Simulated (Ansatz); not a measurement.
Working through a band structure of Cu, space group P6_3/mmc

Computed with the Python package of Ansatz (0.2.0).

`POSCAR`
```text
Cu
1.0
   2.53409667    0.00000000    0.00000000
  -1.26704833    2.19459209    0.00000000
   0.00000000    0.00000000    4.11257100
Cu
2
Direct
   0.33333333    0.66666667    0.25000000
   0.66666667    0.33333333    0.75000000
```

Notebook, run cell by cell (the value of a cell's last expression is shown):

```python
import ansatz as az
from ase.data import atomic_numbers
from ase.io import read
import numpy as np
import spglib
```

```python
atoms = read("POSCAR", format="vasp")
structure = az.Crystal.from_ase(atoms)

# high-symmetry points in fractions of the reciprocal vectors
path = [
    ("G", (0.0, 0.0, 0.0)),
    ("M", (0.5, 0.0, 0.0)),
    ("K", (0.33333, 0.33333, 0.0)),
    ("G", (0.0, 0.0, 0.0)),
    ("A", (0.0, 0.0, 0.5)),
    ("L", (0.5, 0.0, 0.5)),
    ("H", (0.33333, 0.33333, 0.5)),
    ("A", (0.0, 0.0, 0.5)),
]
calculation = structure.calculation()
calculation = calculation.functional(az.Functional.R2SCAN)
calculation = calculation.kpoints(15, 15, 8)
calculation = calculation.occupations("fermi_dirac", width=0.1)
calculation = calculation.band_structure([point for _, point in path], intervals=6)
calculation = calculation.scf(extra_bands=6)
done = calculation.run(threads=1, backend="cpu")
r = done.report
```

    DeckWarning: basis.ecutwfc = 500 eV, auto-derived from the records' recommended cutoffs: set by Cu (their level for a meta-GGA)

```python
r["n_kpoints"], r["n_symmetry_ops"], r["n_pw"]
```

    (135, 24, 579)

```python
r["published_state_doubts"]
```

    []

```python
{key: value for key, value in r.items() if isinstance(value, (int, float)) and "ev" in key}
```

    {'gap_by_band_count_ev': -6.306122184269061,
     'fermi_energy_ev': 17.339273749115744,
     'harris_foulkes_ev': -13262.468262356691,
     'free_energy_ev': -13262.468262355427,
     'internal_energy_ev': -13262.44923677429,
     'lagrangian_ev': -13262.468262355427,
     'energy_sigma0_ev': -13262.45874956486,
     'lagrangian_sigma0_ev': -13262.45874956486,
     'lagrangian_above_aufbau_ev': -0.010604685169537617,
     'entropy_ts_ev': 0.01902558113718006,
     'loop_fermi_energy_ev': 17.339273749115744,
     'occupations_fermi_energy_ev': 17.33927374913707}

```python
for key in ("converged", "n_iterations", "n_electrons", "n_kpoints", "n_pw", "n_symmetry_ops", "free_energy_ev", "fermi_energy_ev"):
    print(f"{key:18s} {r[key]}")
```

    converged          True
    n_iterations       7
    n_electrons        38.0
    n_kpoints          135
    n_pw               579
    n_symmetry_ops     24
    free_energy_ev     -13262.468262355427
    fermi_energy_ev    17.339273749115744

```python
spg_cell = (done.lattice.cell_ang, [s.position_frac for s in done.lattice.sites], [atomic_numbers[s.symbol] for s in done.lattice.sites])
# space group as spglib finds it
found = spglib.get_symmetry_dataset(spg_cell, symprec=1e-3)
print(found.international, found.number, "point group", found.pointgroup)
for site, letter, group in zip(done.lattice.sites, found.wyckoffs, found.site_symmetry_symbols):
    print(f"  {site.symbol:2s} Wyckoff {letter}  site symmetry {group}")
```

    P6_3/mmc 194 point group 6/mmm
      Cu Wyckoff c  site symmetry -6m2
      Cu Wyckoff c  site symmetry -6m2

```python
bands = done.band_structure()
fermi = bands.fermi_energy_ev
print(f"zero of the bands: {fermi:.3f} eV, the Fermi level found on the SCF mesh")
for spin, channel in enumerate(bands.channels):
    levels = channel.eigenvalues_ev - fermi
    crossing = [b for b in range(levels.shape[1]) if levels[:, b].min() < 0 < levels[:, b].max()]
    print(f"channel {spin}: bands that cross the Fermi level on this path:", [b + 1 for b in crossing] or "none")
    shown = crossing or sorted(np.argsort(np.abs(levels).min(axis=0))[:2])
    for k, row in zip(bands.kpoints_frac, levels[:, shown]):
        print(f"{k[0]:7.3f} {k[1]:7.3f} {k[2]:7.3f}  ", " ".join(f"{e:8.3f}" for e in row))
```

    zero of the bands: 17.339 eV, the Fermi level found on the SCF mesh
    channel 0: bands that cross the Fermi level on this path: [19, 20]
      0.000   0.000   0.000     -1.914   -1.197
      0.083   0.000   0.000     -1.893   -0.267
      0.167   0.000   0.000     -1.849    1.172
      0.250   0.000   0.000     -1.806    2.856
      0.333   0.000   0.000     -1.778    4.755
      0.417   0.000   0.000     -1.186    3.418
      0.500   0.000   0.000     -0.110    1.600
      0.472   0.056   0.000      0.006    1.663
      0.444   0.111   0.000      0.339    1.843
      0.417   0.167   0.000      0.849    2.121
      0.389   0.222   0.000      1.505    2.490
      0.361   0.278   0.000      2.280    2.956
      0.333   0.333   0.000      3.014    3.545
      0.278   0.278   0.000      0.543    5.134
      0.222   0.222   0.000     -1.139    6.132
      0.167   0.167   0.000     -1.838    3.741
      0.111   0.111   0.000     -1.850    1.674
      0.056   0.056   0.000     -1.889   -0.062
      0.000   0.000   0.000     -1.914   -1.197
      0.000   0.000   0.083     -1.917   -1.517
      0.000   0.000   0.167     -1.929   -1.929
      0.000   0.000   0.250     -1.954   -1.954
      0.000   0.000   0.333     -1.998   -1.998
      0.000   0.000   0.417     -2.064   -2.064
      0.000   0.000   0.500     -2.152   -2.152
      0.083   0.000   0.500     -2.086   -2.086
      0.167   0.000   0.500     -1.907   -1.907
      0.250   0.000   0.500     -1.648   -1.648
      0.333   0.000   0.500     -1.249   -1.249
      0.417   0.000   0.500     -0.402   -0.402
      0.500   0.000   0.500      0.368    0.368
      0.472   0.056   0.500      0.580    0.580
      0.444   0.111   0.500      1.118    1.118
      0.417   0.167   0.500      1.847    1.847
      0.389   0.222   0.500      2.690    2.690
      0.361   0.278   0.500      3.576    3.576
      0.333   0.333   0.500      4.154    4.154
      0.278   0.278   0.500      2.103    2.103
      0.222   0.222   0.500     -0.143   -0.143
      0.167   0.167   0.500     -1.399   -1.399
      0.111   0.111   0.500     -1.832   -1.832
      0.056   0.056   0.500     -2.065   -2.065
      0.000   0.000   0.500     -2.152   -2.152

Reading the output:
- Total energies depend on the potentials; only differences at equal settings carry meaning. A total without «per atom» is that of the whole cell that was run.
- An absolute Fermi energy rests on an arbitrary zero of the periodic potential and has no direct meaning.
- A gap by band count of zero or less means overlapping bands, a metal.
- This isn't the structure that Cu takes at ambient conditions.
- Levels are Kohn-Sham eigenvalues on this mesh.
- Warnings are shown shortened and without file and line.
- Run time: 12 s on 1 thread of Arm Neoverse V2, on a shared host, peak memory 0.48 GiB.
